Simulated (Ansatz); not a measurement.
Run this with Ansatz's Python interface and show what comes out.

`run_xc.py`:
```python
"""Functional comparison for ZnRe (totals differ with the potentials too)."""

import ansatz as az

lattice = az.Lattice.of(
    [2.748218, 0.0, 0.0],
    [-1.374109, 2.380027, 0.0],
    [0.0, 0.0, 4.494066],
)
sites = [
    ("Zn", [0.0, 0.0, 0.0]),
    ("Re", [1 / 3, 2 / 3, 0.5]),
]
system = az.Crystal(lattice=lattice)
for symbol, position in sites:
    system = system.atom(symbol, position)

job = system.calculation().kpoints(mesh=(14, 14, 8)).occupations("fermi_dirac").basis(18 * az.Ha).stress()

rows = []
for value in ["rpbe", "pbesol", "r2scan", "blyp"]:
    report = job.functional(value).run(threads=1, pin="off").report
    rows.append((value, report["free_energy_ev"] / len(report["lattice"]["sites"]), report["n_iterations"], sum(report["stress_gpa"][i][i] for i in range(3)) / 3, report["n_kpoints"]))

print("  functional   F/atom (eV)    iterations       P (GPa)      k-points")
for row in rows:
    print(f"{str(row[0]):>12s}  {row[1]:12.5f}  {row[2]:12d}  {row[3]:12.3f}  {row[4]:12d}")
```

```console
$ python run_xc.py
DeckWarning: basis.ecutwfc = 489.804952427784 eV is below the records' recommended 500 eV, and the density's cutoff is lower with it unless basis.ecutrho_ratio is high enough to keep the records' density cutoff: compare with a run at a higher cutoff
  functional   F/atom (eV)    iterations       P (GPa)      k-points
        rpbe   -7102.48972             7         2.362           120
      pbesol   -7008.83033             6        -9.139           120
      r2scan   -7103.03213             8        -6.542           120
        blyp   -7110.24369             7         8.113           120
```
(Warnings from the package without file and line.)

What to keep in mind:
- The cutoff lies under the one recommended for these potentials in some of the runs.
- Under the recommended cutoff a pressure can be off by several GPa, even in sign.
- BLYP can be off by several per cent in the lattices of metals, and by several GPa in the pressure at a fixed cell.
- Pressure is positive in compression.
- Spin-orbit coupling, which matters for elements this heavy, is left out.
- This cell is a computed structure, which may not be the phase found in nature.
- Total energies of different functionals can't be compared; pressures, moments and gaps at this one structure can.
- The whole script took 21 s on 1 thread of Intel(R) Xeon(R) Processor @ 2.30GHz, on a shared host, peak memory 0.63 GiB.
